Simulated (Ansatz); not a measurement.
**One shape, several levels: TiH2S2F2 (SMILES [F][Ti]([F])([SH])[SH])**

Wanted: a comparison of 6 runs (HF/STO-3G, HF/3-21G, B3LYP/6-31G*, CCSD/6-31G**, CCSD(T)/6-31G*) of TiH2S2F2. 

The calculation is run with Ansatz 0.2.0.

2 further runs of the same task are left out: 1 that didn't finish, 1 set aside as unsound or not needed.

### Step 1. The system as given

TiH2S2F2: 7 atoms, total charge 0, spin state singlet. SMILES: `[F][Ti]([F])([SH])[SH]`. The shape is that of a PBE0-D4/def2-TZVP optimisation. This is one conformer, not always the lowest.

Bond lengths: F1–Ti2 1.742 Å, Ti2–F3 1.742 Å, Ti2–S4 2.276 Å, Ti2–S5 2.276 Å, S4–H6 1.348 Å, S5–H7 1.348 Å. Angles: F1–Ti2–F3 116.2°, F1–Ti2–S4 111.5°, F1–Ti2–S5 104.3°, F3–Ti2–S4 104.3°, F3–Ti2–S5 111.5°, S4–Ti2–S5 109.1°, Ti2–S4–H6 91.2°, Ti2–S5–H7 91.2°.

### Step 2. Energy and forces at HF/STO-3G (run 1)

Contents of run.yaml:

```yaml
crystal:
  periodic: [false, false, false]
  atoms:
    - {symbol: F, position_ang: [-0.369600, -2.120800, -0.183800]}
    - {symbol: Ti, position_ang: [0.233900, -0.548500, 0.261500]}
    - {symbol: F, position_ang: [1.483400, -0.520600, 1.475100]}
    - {symbol: S, position_ang: [-1.415500, 0.763400, 1.120700]}
    - {symbol: S, position_ang: [0.957300, 0.353400, -1.698900]}
    - {symbol: H, position_ang: [-2.195700, 0.534500, 0.045400]}
    - {symbol: H, position_ang: [1.367200, 1.470600, -1.065600]}
basis:
  gaussian:
    orbitals: STO-3G
hamiltonian:
  xc: hf
accuracy: high
output: {forces: true, orbitals: {seedname: orbitals}}
```

Started as:

```
ansatz run run.yaml --threads 1 --pin off --max-ram 2610MiB --events-out events.jsonl --progress --plain --runs-dir runs
```

The program printed:

```text
Warning: RAYON_NUM_THREADS=1 ignored (pool sized by the plan → 1); use --threads N
Functional definition: HF
  name "HF"
  exchange = exact_x
  correlation = 0
1071 factors; integrals over basis functions are off by at most 1.4e-8 eV
mean field evaluation 1: about -49620.0066 eV, gradient 4.2e1 eV
mean field evaluation 2: about -49620.0950 eV, gradient 4.2e1 eV
mean field evaluation 4: about -49626.5237 eV, gradient 1.7e0 eV
mean field evaluation 8: about -49626.5342 eV, gradient 1.1e-4 eV
mean field -49626.53416602 eV, -1823.7414925283 hartree, gradient 1.6e-8 eV, S^2 0.000000; 0 other end points of the search recorded, 0 dependent functions left out
the calculation of the forces begins
reference -49626.53416602 eV, -1823.7414925283 hartree; 37, 37 occupied and 11, 11 virtual orbitals, 1071 factors
Total energy: -49626.53416602 eV, -1823.7414925283 hartree
Atom 0 at    -0.369600    -2.120800    -0.183800 Å, force     1.043056     2.332031     0.946724 eV/Å
Atom 1 at     0.233900    -0.548500     0.261500 Å, force     0.439771    -1.047141     0.522404 eV/Å
Atom 2 at     1.483400    -0.520600     1.475100 Å, force    -1.882763    -0.328753    -1.945121 eV/Å
Atom 3 at    -1.415500     0.763400     1.120700 Å, force     0.292297    -0.816503    -0.862446 eV/Å
Atom 4 at     0.957300     0.353400    -1.698900 Å, force     0.007844     0.097389     1.218761 eV/Å
Atom 5 at    -2.195700     0.534500     0.045400 Å, force     0.212030     0.176651     0.518827 eV/Å
Atom 6 at     1.367200     1.470600    -1.065600 Å, force    -0.112235    -0.413674    -0.399149 eV/Å
Dipole moment:     0.027437    -0.065318     0.032428 e Å
```

Run time: 4.5 s. Hardware: 1 thread of Intel Xeon Platinum 8259CL at 2.50GHz (Skylake/Cascade Lake), shared host; peak memory 0.15 GiB.

### Step 3. Energy and gradient at HF/3-21G (run 2)

Contents of in.yaml:

```yaml
basis:
  gaussian: {orbitals: 3-21G-spherical.json}
crystal:
  periodic: [false, false, false]
  atoms:
    - symbol: F
      position_ang: [-0.369600, -2.120800, -0.183800]
    - symbol: Ti
      position_ang: [0.233900, -0.548500, 0.261500]
    - symbol: F
      position_ang: [1.483400, -0.520600, 1.475100]
    - symbol: S
      position_ang: [-1.415500, 0.763400, 1.120700]
    - symbol: S
      position_ang: [0.957300, 0.353400, -1.698900]
    - symbol: H
      position_ang: [-2.195700, 0.534500, 0.045400]
    - symbol: H
      position_ang: [1.367200, 1.470600, -1.065600]
hamiltonian: {xc: hf}
accuracy: high
output: {forces: true, orbitals: {seedname: orbitals}}
```

The basis set 3-21G is read from a file made from the Basis Set Exchange's data (not shown).

Started as:

```
ansatz run in.yaml --threads 1 --pin off --max-ram 2610MiB --events-out events.jsonl --progress --plain --runs-dir runs
```

The program printed:

```text
Warning: RAYON_NUM_THREADS=1 ignored (pool sized by the plan → 1); use --threads N
Functional definition: HF
  name "HF"
  exchange = exact_x
  correlation = 0
1645 factors; integrals over basis functions are off by at most 3.6e-9 eV
mean field evaluation 1: about -49910.1407 eV, gradient 5.7e1 eV
mean field evaluation 2: about -49910.3865 eV, gradient 5.7e1 eV
mean field evaluation 4: about -49920.3344 eV, gradient 9.9e0 eV
mean field evaluation 8: about -49920.5276 eV, gradient 9.5e-1 eV
mean field evaluation 16: about -49920.5392 eV, gradient 2.7e-8 eV
mean field -49920.53916370 eV, -1834.5459769092 hartree, gradient 3.1e-8 eV, S^2 0.000000; 0 other end points of the search recorded, 0 dependent functions left out
the calculation of the forces begins
reference -49920.53916370 eV, -1834.5459769092 hartree; 37, 37 occupied and 38, 38 virtual orbitals, 1645 factors
Total energy: -49920.53916370 eV, -1834.5459769092 hartree
Atom 0 at    -0.369600    -2.120800    -0.183800 Å, force     0.445883     1.138491     0.470410 eV/Å
Atom 1 at     0.233900    -0.548500     0.261500 Å, force     0.776009    -1.851913     0.922638 eV/Å
Atom 2 at     1.483400    -0.520600     1.475100 Å, force    -0.869706    -0.129065    -0.974217 eV/Å
Atom 3 at    -1.415500     0.763400     1.120700 Å, force    -0.125424     0.065898    -0.066491 eV/Å
Atom 4 at     0.957300     0.353400    -1.698900 Å, force     0.036134     0.145558    -0.039765 eV/Å
Atom 5 at    -2.195700     0.534500     0.045400 Å, force    -0.511150     0.216962    -0.034491 eV/Å
Atom 6 at     1.367200     1.470600    -1.065600 Å, force     0.248254     0.414070    -0.278085 eV/Å
Dipole moment:    -0.020320     0.049091    -0.024501 e Å
```

Run time: 5.1 s. Hardware: 1 thread of Intel Xeon Platinum 8259CL at 2.50GHz (Skylake/Cascade Lake), shared host; peak memory 0.24 GiB.

Runs 3 to 5 aren't shown in full; the table further down has their settings and results.

### Step 4. Energy and gradient at CCSD(T)/6-31G(d) (spherical functions) (run 6)

Contents of in.yaml:

```yaml
crystal:
  periodic: [false, false, false]
  atoms:
    - {symbol: F, position_ang: [-0.369600, -2.120800, -0.183800]}
    - {symbol: Ti, position_ang: [0.233900, -0.548500, 0.261500]}
    - {symbol: F, position_ang: [1.483400, -0.520600, 1.475100]}
    - {symbol: S, position_ang: [-1.415500, 0.763400, 1.120700]}
    - {symbol: S, position_ang: [0.957300, 0.353400, -1.698900]}
    - {symbol: H, position_ang: [-2.195700, 0.534500, 0.045400]}
    - {symbol: H, position_ang: [1.367200, 1.470600, -1.065600]}
basis:
  gaussian: {orbitals: 6-31G_st_-spherical.json}
accuracy: high
correlation: {method: ccsd_t, frozen_orbitals: {F: 1, H: 0, S: 5, Ti: 5}}
output: {forces: true, orbitals: {seedname: orbitals}}
scf: {omitted_lower_state_checks: [cluster_reference, increment]}
```

The basis set 6-31G* is read from a file made from the Basis Set Exchange's data (not shown).

Started as:

```
ansatz run in.yaml --threads 1 --pin off --max-ram 2610MiB --events-out events.jsonl --progress --plain --runs-dir runs
```

The program printed:

```text
Warning: RAYON_NUM_THREADS=1 ignored (pool sized by the plan → 1); use --threads N
[... 12 lines left out ...]
17 core orbitals not correlated: weight in the atoms' cores, before any rotation towards them, 1.000 or more for the frozen orbitals, at most 0.000 for the correlated occupied ones
[... 32 lines left out ...]
Total energy: -50193.25829886 eV, -1844.5682202708 hartree
[... 7 lines left out ...]
Dipole moment:    -0.067348     0.161485    -0.080426 e Å
Checks for a lower state left out: cluster_reference, increment
```

It took 4.3 min on 1 thread of Intel Xeon Platinum 8259CL at 2.50GHz (Skylake/Cascade Lake), shared host; peak memory 1.1 GiB.

### Step 5. The series

```csv
run,level,Cartesian functions,frozen core orbitals,energy (Eh),dipole moment (D),HOMO energy (eV),LUMO energy (eV),wall time
1,HF/STO-3G,no,–,-1823.741493,0.37,-7.07,7.31,4.5 s
2,HF/3-21G,no,–,-1834.545977,0.28,-11.09,-0.06,5.1 s
3,B3LYP/6-31G* (spherical functions),no,–,-1846.898152,0.72,-7.57,-3.31,26 s
4,B3LYP/6-31G* (Cartesian functions),yes,–,-1846.911218,0.72,-7.55,-3.26,31 s
5,CCSD/6-31G** (spherical functions),no,17,-1844.546684,0.86,-10.69,0.62,2.7 min
6,CCSD(T)/6-31G* (spherical functions),no,17,-1844.568220,0.92,-10.70,0.61,4.3 min
```

### Step 6. Results

```
                                           quantity           value
                                run 6: total energy  -1844.56822 Eh
          run 6: dipole moment (correlated density)          0.92 D
         run 6: HOMO energy (Hartree–Fock orbitals)       -10.70 eV
         run 6: LUMO energy (Hartree–Fock orbitals)         0.61 eV
       run 6: HOMO–LUMO gap (Hartree–Fock orbitals)        11.31 eV
run 6: correlation energy (17 core orbitals frozen)      -982.8 mEh
                              run 6: (T) correction      -43.58 mEh
                               run 6: T1 diagnostic           0.025
                    run 6: largest force on an atom      0.808 eV/Å
```

The dipole moment (its size) runs from 0.28 D (HF/3-21G) to 0.92 D (CCSD(T)/6-31G*). The two ends differ in method and basis. Over runs 1, 2, 3, 4 the HOMO–LUMO gap runs from 4.26 eV (B3LYP/6-31G*) to 14.38 eV (HF/STO-3G). In run 1 the basis is minimal, so the values are rough. All runs together took 8.2 min, the longest 4.3 min.
